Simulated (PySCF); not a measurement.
# The bond of HgC−, level by level

An exercise on one series of results from a longer session: the logs are not shown, and one member is left open.

Program: PySCF 2.14.0. Level of theory: Hg def2-SVPD with ECP60, C def2-SVPD, scalar-relativistic core potentials. These are calculated values, not measurements.

3 further runs of the same task are left out: 3 set aside as unsound or not needed.

Set-up of the first run:

The job is set up so:

* atoms: Hg, C
* charge: -1
* basis: Hg def2-SVPD with ECP60, C def2-SVPD
* Hamiltonian: scalar-relativistic core potentials
* basis functions: 55
* electrons treated: 27
* masses in u: 201.9706, 12.0000
* levels: PBE0, PBE, r²SCAN, r²SCANh, revPBE, r²SCAN0, HF, MP2, SCS-MP2
* grid: 80 radial by 434 angular points
* occupations: held fixed by the projection of orbital angular momentum
* dissociation limit: Hg + C−, each in its ground configuration
* starting distance in angstrom: 2.185
* values of 2S to try: 1, 3

The run is started by

```console
> OMP_NUM_THREADS=1 python dia.py task.json out
```

Among the steps run: The job; The PBE0 curve of the state that the search chose; PBE; r²SCAN; r²SCANh (hybrid meta-GGA); revPBE (GGA); r²SCAN0 (hybrid meta-GGA); UHF (mean field).

One table of the session follows, with a row left open; its other results are not shown here.

| level | Re (Å) | ωe (cm⁻¹) | De (eV) |
| --- | --- | --- | --- |
| UHF | 2.643 | 201.4 | 0.65 |
| UHF-MP2 | 2.491 | 231.5 | 0.94 |
| UHF-SCS-MP2 | 2.539 | 217.6 | 0.83 |
| PBE | ? | ? | ? |
| revPBE | 2.388 | 244.1 | 1.24 |
| r²SCAN | 2.353 | 269.1 | 1.29 |
| r²SCANh | 2.367 | 265.2 | 1.24 |
| PBE0 | 2.373 | 262.5 | 1.23 |
| r²SCAN0 | 2.387 | 261.3 | 1.17 |

**Question.** Estimate the row for PBE.

**Answer.** Re (Å): 2.338; ωe (cm⁻¹): 271.0; De (eV): 1.43. In the column «Re (Å)» it is the lowest.

De is counted to Hg + C− in their ground configurations.
